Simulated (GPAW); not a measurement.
AlFe3B:

```
Fe Al B
1.0
     3.82232    0.00000    0.00000
     0.00000    3.82232    0.00000
     0.00000    0.00000    3.82232
Fe Al B
3 1 1
Direct
  0.00000 0.00000 0.50000
  0.00000 0.50000 0.00000
  0.50000 0.00000 0.00000
  0.50000 0.50000 0.50000
  0.00000 0.00000 0.00000
```

The cell comes from a database or a generator and needn't be the stable form of this composition.

Base run:

* Program: GPAW 26.7.0
* Functional: PBEsol
* Potentials or basis: PAW data sets generated in the run's folder for this functional
* Cutoff: 800 eV
* Basis: pw
* k mesh: 7 × 7 × 7
* Occupations: fermi-dirac, width 0.05 eV
* Spin: collinear spin, ferromagnetic start
* Starting moments: [3.0, 3.0, 3.0, 0.0, 0.0] μB
* Hubbard terms: Fe d U = 8 eV

Its results: pressure 42.1 GPa; net moment 9.26 μB per cell; site moments Fe +3.31; Al -0.16; B -0.06 μB.

Problem. The run is repeated on the same cell with these changes: hubbard terms from Fe d U = 8 eV to none. What comes out?

Solution. Pressure -5.6 GPa; net moment 4.12 μB per cell; site moments Fe +1.47; Al -0.07; B -0.05 μB.

Caveats: a pressure of tens of GPa on the cell as given is suspect, and the run, the potentials or the cell itself is likely at fault (some runs); the U is typed as a test and isn't derived for this compound (some runs).

Not every run made on this cell is shown here.
